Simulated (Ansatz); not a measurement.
A nudged elastic band was laid between two geometries of a periodic cell of 17 atoms, Si (host Si, host structure diamond, interstitial Si).

Level of theory: DFT PBE, scalar-relativistic, plane waves, PAW in Ansatz. Settings: PAW set soft_1, cutoff 420 eV, k mesh 2x2x2, gaussian smearing 0.05 eV, no spin polarisation.

```json
{
 "movable images": "5",
 "climbing image": "yes",
 "spring": "5.0 eV/Å²",
 "optimiser": "quadratic models (default)",
 "start path": "IDPP",
 "force threshold": "0.05 eV/Å",
 "iteration limit": "71",
 "end points": "relaxed"
}
```

First end point:

```xyz
17
Lattice="0.0000 5.4300 5.4300 5.4300 0.0000 5.4300 5.4300 5.4300 0.0000" Properties=species:S:1:pos:R:3
Si -0.002 0.003 0.033
Si 1.361 1.362 1.354
Si 2.715 2.715 0.000
Si 4.067 4.069 1.353
Si 2.681 0.002 2.717
Si 4.046 1.385 4.098
Si 5.429 2.751 2.716
Si 6.792 4.069 4.078
Si -0.001 2.682 2.714
Si 1.378 4.053 4.093
Si 2.748 5.432 2.714
Si 4.069 6.792 4.076
Si 2.712 2.721 5.430
Si 4.049 4.051 6.765
Si 5.431 5.431 5.397
Si 6.811 6.814 6.764
Si 5.427 5.436 8.145
```

Last end point:

```xyz
17
Lattice="0.0000 5.4300 5.4300 5.4300 0.0000 5.4300 5.4300 5.4300 0.0000" Properties=species:S:1:pos:R:3
Si -0.004 0.005 -0.003
Si 1.357 1.325 1.359
Si 2.736 2.696 -0.019
Si 4.106 4.076 1.361
Si 2.719 0.004 2.719
Si 4.072 1.357 4.072
Si 5.426 2.712 2.720
Si 6.787 4.073 4.039
Si -0.022 2.693 2.740
Si 1.360 4.075 4.108
Si 2.743 5.459 2.744
Si 4.075 6.793 4.079
Si 2.721 2.711 5.426
Si 4.040 4.072 6.788
Si 5.409 5.454 5.409
Si 6.790 6.822 6.790
Si 6.790 4.078 6.794
```

Question: Which bonds break or form, and what moves?

Answer: Contacts lost: Si6–Si17. Contacts made: Si3–Si17. The atom that moves furthest is Si17, by 2.35 Å.

Question: What energy profile does the band end with?

Answer: The forces met the threshold. The highest image is number 3 of 0 to 6, 0.31 eV above the ends, which have the same energy within 2 meV. By the program's own check the climbing image is a first-order saddle point (lowest curvatures found: -0.20 and 0.61 eV/Å²). Limits of this set-up: coarse k mesh.

| image | path coordinate (Å) | energy (eV) | Si6–Si17 (Å) | Si3–Si17 (Å) |
| --- | --- | --- | --- | --- |
| 0 | 0.00 | 0.00 | 2.39 | 4.70 |
| 1 | 0.57 | 0.12 | 2.45 | 4.25 |
| 2 | 1.14 | 0.28 | 2.62 | 3.76 |
| 3 | 1.71 | 0.31 | 3.16 | 3.17 |
| 4 | 2.28 | 0.28 | 3.75 | 2.63 |
| 5 | 2.84 | 0.12 | 4.24 | 2.45 |
| 6 | 3.41 | 0.00 | 4.70 | 2.39 |

Question: What is the geometry of the highest image?

Answer: 
```xyz
17
Lattice="0.0000 5.4300 5.4300 5.4300 0.0000 5.4300 5.4300 5.4300 0.0000" Properties=species:S:1:pos:R:3
Si 0.061 -0.059 0.023
Si 1.295 1.341 1.422
Si 2.506 2.928 0.212
Si 4.092 4.138 1.422
Si 2.698 -0.062 2.651
Si 4.285 1.148 3.861
Si 5.492 2.739 2.654
Si 6.727 4.137 4.053
Si -0.088 2.614 2.804
Si 1.440 3.982 4.183
Si 2.816 5.516 2.805
Si 3.872 6.988 4.271
Si 2.916 2.517 5.232
Si 3.975 3.986 6.700
Si 5.340 5.518 5.324
Si 6.869 6.896 6.696
Si 6.112 4.759 7.471
```

The run took 6.8 min on 1 thread of Arm Neoverse V1, on a shared host, peak memory 0.81 GiB.
